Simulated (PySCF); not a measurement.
# H6LaN2 (La(NH3)23+): the cost of one run

The runs use PySCF 2.14.0; PBE, La def2-SVP with ECP46, N def2-SVP, H def2-SVP; scalar-relativistic core potentials, no spin–orbit coupling.

3 further runs of the same task are left out: 1 for a known fault of the program, 2 that didn't finish.

## (1) Starting geometry

9 atoms, charge 3, spin multiplicity 1.

Bond lengths: La1–N2 2.529 Å, La1–N6 2.529 Å, N2–H3 1.049 Å, N2–H4 1.048 Å, N2–H5 1.049 Å, N6–H7 1.049 Å, N6–H8 1.049 Å, N6–H9 1.048 Å. Angles: N2–La1–N6 112.6°, La1–N2–H3 115.8°, La1–N2–H4 116.6°, La1–N2–H5 114.3°, H3–N2–H4 102.8°, H3–N2–H5 102.6°, H4–N2–H5 102.8°, La1–N6–H7 114.5°, La1–N6–H8 115.5°, La1–N6–H9 116.8°, H7–N6–H8 102.5°, H7–N6–H9 102.8°, H8–N6–H9 102.8°.

Coordinates:

| atom | x (Å) | y (Å) | z (Å) |
| --- | --- | --- | --- |
| La1 | 0.46888 | -1.10473 | -0.00016 |
| N2 | -0.08262 | 0.18584 | 2.10397 |
| H3 | 0.63663 | 0.88323 | 2.41381 |
| H4 | -0.96374 | 0.75263 | 2.08960 |
| H5 | -0.20494 | -0.41119 | 2.95748 |
| N6 | -0.08060 | 0.18722 | -2.10361 |
| H7 | 0.58198 | 0.02303 | -2.89962 |
| H8 | -1.01202 | -0.02793 | -2.53481 |
| H9 | -0.09666 | 1.23177 | -2.02666 |

Formal oxidation states: La +3. An earlier session relaxed this geometry at PBE, La def2-SVP with ECP46, N def2-SVP, H def2-SVP (singlet, point group C1).

Its energy there is -143.375659 Eh.

## (2) Atoms moved at random, σ = 0.03 Å

The input, run.py (the lines that set the calculation):

```python
mol = gto.M(atom='''
La     0.43314    -1.08618    -0.02593
N     -0.08113     0.22114     2.15834
H      0.64368     0.84526     2.43502
H     -0.94013     0.80647     2.07446
H     -0.16619    -0.43842     2.94906
N     -0.11934     0.19352    -2.15731
H      0.58706    -0.00131    -2.87229
H     -1.00384    -0.02270    -2.54039
H     -0.10635     1.20210    -2.02095''',
    basis={'La': 'def2-SVP', 'N': 'def2-SVP', 'H': 'def2-SVP'},
    ecp={'La': 'def2-SVP'},
    charge=3, spin=0)
mf = dft.RKS(mol, xc='PBE')
mf.grids.atom_grid = (50, 194)  # f atoms: unpruned, at least (60, 302)
mf = mf.density_fit()  # fitting sets: La def2-universal-JKFIT, N def2-universal-JKFIT, H def2-universal-JKFIT
mf.conv_tol = 1e-08; mf.max_cycle = 55
mf.kernel(dm0)  # dm0: the density of the relaxed state
```

Started as:

```
$ OMP_NUM_THREADS=2 python run.py
```

**Question.** How long does this run take on 2 threads of Intel Xeon Platinum 8488C (Sapphire Rapids), shared host?

About 3.3 s.
